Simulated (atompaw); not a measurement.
**A PAW (atompaw) potential for germanium, from input to tests**

Task: generate the file, and judge it by its logarithmic derivatives, its ghosts and its cutoff.

Method: atompaw 4.2.0.5, PBEsol, scalar-relativistic.

## Step 1: The atom and the settings

Typed settings, in words:

```
element                 : germanium (Ge, Z = 32)
type                    : PAW
frozen core             : [Ar]
valence charge          : 14
reference configuration : 3d10 4s2 4p2
partial waves           : 4s (bound): rc 1.80 bohr; 4s channel at 0.75 Ry: rc 1.80 bohr; 4p (bound): rc 1.80 bohr; 4p channel at 0.4 Ry: rc 1.80 bohr; 3d (bound): rc 0.95 bohr; 3d channel at 1.1 Ry: rc 0.95 bohr
local potential         : bessel scheme, radius 1.75 bohr
core correction         : smooth core density matched at 1.60 bohr
augmentation charge     : sinc compensation charge, radius 1.65 bohr; PAW radius 1.80 bohr; waves and projectors: custom rrkj gramschmidtortho
```

## Step 2: Generating the potential

File Ge.input:

```
Ge 32
GGA-PBESOL scalarrelativistic loggrid 1500 logderivrange -4 5 226
4 4 3 0 0 0
4 1 2
0 0 0
c
c
c
v
c
c
v
v
2
1.80 1.65 1.75 1.60
y
0.75
n
y
0.4
n
y
1.1
n
custom rrkj gramschmidtortho sinc
bessel
1.80
1.80
1.80
1.80
0.95
0.95
PWSCFOUT
UPFDX 0.0125d0 UPFXMIN -7.d0 UPFZMESH 32.d0
END
```

Started as:

```console
$ atompaw < Ge.input > Ge.log
```

**Question.** What will these runs give? Wanted: cutoffs for 10 and 1 mRy, occupied levels; bound ghosts; largest phase difference near zero energy, channels read; lowest eigenvalue of the overlap; share of valence orbitals outside the PAW sphere; UPF file.

The runs gave:

```
                                                quantity                     value
               cutoffs for 10 and 1 mRy, occupied levels         180 Ry and 300 Ry
                                            bound ghosts                none found
largest phase difference near zero energy, channels read                 0.000 rad
         lowest eigenvalue of the overlap (Bessel basis)                 0.418 (s)
        share of valence orbitals outside the PAW sphere  4s 61 %, 4p 82 %, 3d 2 %
                                                UPF file                   written
```

In words: The potential is very hard: the looser tolerance needs 180 Ry. The slowest occupied level is 3d: taken alone it needs 180 Ry to come within 1 mRy, against 12 Ry for 4s. It is free of bound ghosts as far as tested. Near zero energy the phases of the channels with partial waves agree within 0.001 rad.
